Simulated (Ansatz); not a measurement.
# H10C2S: the cost of one run

Method: DFT PBE, plane waves, PAW, scalar-relativistic, no spin polarisation, in Ansatz 0.2.0.

## Step 1: Starting point

The cell holds 39 atoms (C6H30S3): a = 8.233 Å, b = 8.233 Å, c = 8.233 Å, α = 90.00°, β = 90.00°, γ = 90.00°.

Its coordinates follow in the input file.

## Step 2: Preparing the start

Contents of input.yaml:

```yaml
accuracy: low
crystal:
  lattice:
    - [8.232746, 0.0, 0.0]
    - [0.0, 8.232746, 0.0]
    - [0.0, 0.0, 8.232746]
  atoms:
    - { symbol: S, position: [0.3213975, 0.2659778, 0.4453057] }
    - { symbol: H, position: [0.3840124, 0.318118, 0.5861314] }
    - { symbol: H, position: [0.4536842, 0.3075213, 0.3601853] }
    - { symbol: S, position: [-0.0607274, 0.0704, 0.0581909] }
    - { symbol: H, position: [0.0567345, 0.0829034, 0.1700725] }
    - { symbol: H, position: [0.0247341, 0.1511064, -0.0542987] }
    - { symbol: S, position: [0.7449905, 0.1510646, 0.6965834] }
    - { symbol: H, position: [0.8349931, 0.2851378, 0.6767086] }
    - { symbol: H, position: [0.7755726, 0.0967842, 0.5462854] }
    - { symbol: C, position: [0.3990057, 0.3215794, 0.0098413] }
    - { symbol: H, position: [0.2807027, 0.3711899, -0.0227418] }
    - { symbol: H, position: [0.4373067, 0.2346645, -0.0823395] }
    - { symbol: H, position: [0.3905545, 0.2607119, 0.1270684] }
    - { symbol: H, position: [0.4874588, 0.4197512, 0.0173781] }
    - { symbol: C, position: [0.1592034, 0.6962311, 0.1263266] }
    - { symbol: H, position: [0.0852789, 0.5981859, 0.0769225] }
    - { symbol: H, position: [0.1168954, 0.7263438, 0.2480711] }
    - { symbol: H, position: [0.1489524, 0.8027608, 0.0484497] }
    - { symbol: H, position: [0.2856868, 0.6576339, 0.1318631] }
    - { symbol: C, position: [0.6540958, 0.6371036, 0.1747886] }
    - { symbol: H, position: [0.7571878, 0.6925231, 0.1129891] }
    - { symbol: H, position: [0.6851697, 0.5134135, 0.2101951] }
    - { symbol: H, position: [0.5498365, 0.6347908, 0.0932834] }
    - { symbol: H, position: [0.6241892, 0.7076871, 0.2826869] }
    - { symbol: C, position: [0.7015231, 0.7684784, 0.8026468] }
    - { symbol: H, position: [0.6807172, 0.7817151, 0.9326867] }
    - { symbol: H, position: [0.5862612, 0.7781835, 0.738312] }
    - { symbol: H, position: [0.7557274, 0.6501773, 0.7784558] }
    - { symbol: H, position: [0.7833868, 0.8638377, 0.7611328] }
    - { symbol: C, position: [0.2537881, 0.9086905, 0.7430227] }
    - { symbol: H, position: [0.2563847, 0.9720068, 0.8592242] }
    - { symbol: H, position: [0.1372009, 0.8477166, 0.7285985] }
    - { symbol: H, position: [0.3511672, 0.8191213, 0.7393985] }
    - { symbol: H, position: [0.2703998, 0.9959174, 0.6448699] }
    - { symbol: C, position: [0.3479538, 0.8737008, 0.426467] }
    - { symbol: H, position: [0.4294401, 0.9690206, 0.4688061] }
    - { symbol: H, position: [0.3852625, 0.7576457, 0.4780201] }
    - { symbol: H, position: [0.3528598, 0.8669175, 0.2943747] }
    - { symbol: H, position: [0.2242529, 0.9012197, 0.4646672] }
basis:
  ecutwfc: 420.0
kpoints:
  mp_grid: { grid: [1, 1, 1] }
hamiltonian:
  xc: pbe
scf:
  occupations: { method: fermi_dirac, width: 0.05 }
  lower_state_search: "off"
relax:
  f_tol: 0.3
  max_steps: 15
  adjacent_minimum: "off"
output:
  write_density: true
  write_potential: true
  elf: true
  volumetric_format: npy
```

Launch:

```bash
ansatz run input.yaml --threads 1 --pin off --max-ram 3072MiB --backend cpu --events-out ev --progress --plain --runs-dir out
```

Q: Estimate wall time and peak memory on 1 thread of Intel Xeon 6975P-C (Granite Rapids), shared host.

About 26 s, with a peak of 0.56 GiB.
